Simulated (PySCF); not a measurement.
# How the numerical set-up moves the result for PtH3⁺ (quintet)

Aim: see how much the energy and properties of PtH3⁺ (quintet) depend on the numerical set-up.

Program: PySCF 2.14.0. Level of theory: each script names its method and basis. These are calculated values, not measurements.

2 further runs of the same task are left out: 2 that didn't finish.

## 1. Starting geometry

PtH3⁺ (quintet): 4 atoms, charge 1, spin multiplicity 5.

Bond lengths: Pt1–H2 1.650 Å, Pt1–H3 1.650 Å. Angles: H2–Pt1–H3 148.8°.

Geometry (Å):

```
Pt    0.0055    0.0089    0.0000
H     1.6007   -0.4122    0.0000
H    -1.1419    1.1953    0.0000
H    -1.5254   -2.5085    0.0000
```

## 2. The base run

Input file input.py:

```python
from pyscf import gto, scf, mcscf

mol = gto.M(
    atom='Pt 0.0055 0.0089 0; H 1.6007 -0.4122 0; H -1.1419 1.1953 0; H -1.5254 -2.5085 0',
    basis='lanl2dz',
    ecp={'Pt': 'lanl2dz'},
    charge=1,
    spin=4,
    verbose=4,
)
mf = scf.ROHF(mol)
mf.level_shift = 0.3
mf = mf.newton()
mf.kernel()
mc = mcscf.CASCI(mf, 6, 4)
mc.kernel()
mc.analyze()
mf.dip_moment()
print('orbital energies (hartree):', mf.mo_energy[..., max(0, mol.nelec[1]-3):mol.nelec[0]+3].round(4))
```

Launch:

```
OMP_NUM_THREADS=1 python input.py
```

The log of this run is left out.

It gives: E(SCF) = -119.486215 Eh, 5 macro-iterations, E(CAS) − E(SCF) = 0.00000 Eh.

The dipole of an ion depends on the origin. No search for the lowest state was made; open d or f shells can end in a higher solution. The quintet is typed in the script; nothing here shows that it is the ground state.

## 3. Def2-svp

Run 1 changes basis set: lanl2dz → def2-svp. The core potential changes with it: totals don't compare.

Input file input.py:

```python
from pyscf import gto, scf, mcscf

mol = gto.M(
    atom='Pt 0.0055 0.0089 0; H 1.6007 -0.4122 0; H -1.1419 1.1953 0; H -1.5254 -2.5085 0',
    basis='def2-svp',
    ecp={'Pt': 'def2-svp'},
    charge=1,
    spin=4,
    verbose=4,
)
mf = scf.ROHF(mol)
mf.level_shift = 0.3
mf = mf.newton()
mf.kernel()
mc = mcscf.CASCI(mf, 6, 4)
mc.kernel()
mc.analyze()
mf.dip_moment()
print('orbital energies (hartree):', mf.mo_energy[..., max(0, mol.nelec[1]-3):mol.nelec[0]+3].round(4))
```

Launch:

```
OMP_NUM_THREADS=1 python input.py
```

## 4. Cartesian functions on

Run 2 changes Cartesian functions: off → on.

input.py: that of step 2 with these lines changed.

```diff
@@ -8,2 +8,3 @@
     spin=4,
+    cart=True,
     verbose=4,
```

## 5. Crenbl

Run 3 changes basis set: lanl2dz → crenbl. The core potential changes with it: totals don't compare.

input.py: that of step 2 with these lines changed.

```diff
@@ -4,4 +4,4 @@
     atom='Pt 0.0055 0.0089 0; H 1.6007 -0.4122 0; H -1.1419 1.1953 0; H -1.5254 -2.5085 0',
-    basis='lanl2dz',
-    ecp={'Pt': 'lanl2dz'},
+    basis='crenbl',
+    ecp={'Pt': 'crenbl'},
     charge=1,
```

What does the calculation give? Wanted: for each run, E(SCF); from base; after the SCF.

The runs gave:

```csv
run,E(SCF) (hartree),from base (eV),cycles,functions,after the SCF
base,-119.486215,0,5 macro,28,CASCI correlation 0.000 eV (this space leaves nothing to correlate)
def2-svp,-119.665549,not comparable,3 macro,47,CASCI correlation 0.000 eV (this space leaves nothing to correlate)
Cartesian functions on,-119.491706,-0.1494,5 macro,30,CASCI correlation 0.000 eV (this space leaves nothing to correlate)
crenbl,-120.010394,not comparable,4 macro,52,CASCI correlation 0.000 eV (this space leaves nothing to correlate)
```

What this shows: Total energies from different bases, Hamiltonians or methods carry different errors, so properties are taken as differences within one set-up.
